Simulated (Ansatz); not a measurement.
# CH₃BI radical: basis-set convergence

The task here is to estimate one member of a computed series from the others.

Computed with Ansatz 0.2.0, Gaussian basis. Level: one geometry, several basis sets.

The runs, in order: PBE0-D4/def2-SVP; ωB97M-V/def2-SVP; PBE0-D4/def2-QZVPP; ωB97M-V/def2-QZVPP; the functionals' def2-TZVPP values are taken from earlier runs.

## The relaxed structure

All runs share one geometry, relaxed beforehand with PBE0-D4 in a triple-zeta def2 set. I takes the def2 core potential; no spin-orbit term is included.

6 atoms, charge 0, spin multiplicity 2.

Atoms are counted from 1 here; the program's logs count them from 0.

Bond lengths: C1–B2 1.541 Å, C1–H4 1.100 Å, C1–H5 1.094 Å, C1–H6 1.092 Å, B2–I3 2.101 Å. Angles: B2–C1–H4 106.2°, B2–C1–H5 113.8°, B2–C1–H6 112.7°, H4–C1–H5 107.1°, H4–C1–H6 106.7°, H5–C1–H6 109.8°, C1–B2–I3 127.4°.

Set-up of the first run:

File in.yaml:

```yaml
crystal:
  periodic: [false, false, false]
  atoms:
    - {symbol: C, position_ang: [-0.352539, 0.347915, -0.326407]}
    - {symbol: B, position_ang: [0.116285, -1.039571, 0.152333]}
    - {symbol: I, position_ang: [1.780815, -1.479693, 1.356751]}
    - {symbol: H, position_ang: [-1.008509, 0.739870, 0.464371]}
    - {symbol: H, position_ang: [0.460062, 1.068824, -0.456479]}
    - {symbol: H, position_ang: [-0.954014, 0.298755, -1.236868]}
basis:
  gaussian: {orbitals: def2-SVP}
magnetization: {spin_polarized: true, initial_magnetization: 1}
hamiltonian: {xc: pbe0, dispersion: d4}
output: {orbitals: {seedname: orbitals}}
```

Run with:

```bash
> ansatz run in.yaml --threads 2 --pin off --events-out ev --progress --plain --max-ram 32768MiB --backend cpu
```

Among the steps run: PBE0-D4 in def2-SVP; ωB97M-V in def2-SVP; PBE0-D4 in def2-QZVPP; ωB97M-V in def2-QZVPP.

One of the session's tables, all rows but one given; the rest of the session is left out.

It belongs to the step «Functionals by basis». 

| functional | basis | HOMO (eV) | LUMO (eV) |
| --- | --- | --- | --- |
| PBE0-D4 | def2-SVP | -5.59 | -1.78 |
| PBE0-D4 | def2-TZVPP | -5.64 | -1.82 |
| PBE0-D4 | def2-QZVPP | -5.65 | -1.83 |
| ωB97M-V | def2-SVP | -7.38 | 0.22 |
| ωB97M-V | def2-TZVPP | -7.46 | -0.10 |
| ωB97M-V | def2-QZVPP | ? | ? |

Estimate the missing values for ωB97M-V, def2-QZVPP.

**Answer.** HOMO (eV): -7.48; LUMO (eV): -0.15. In the column «HOMO (eV)» it is the lowest.
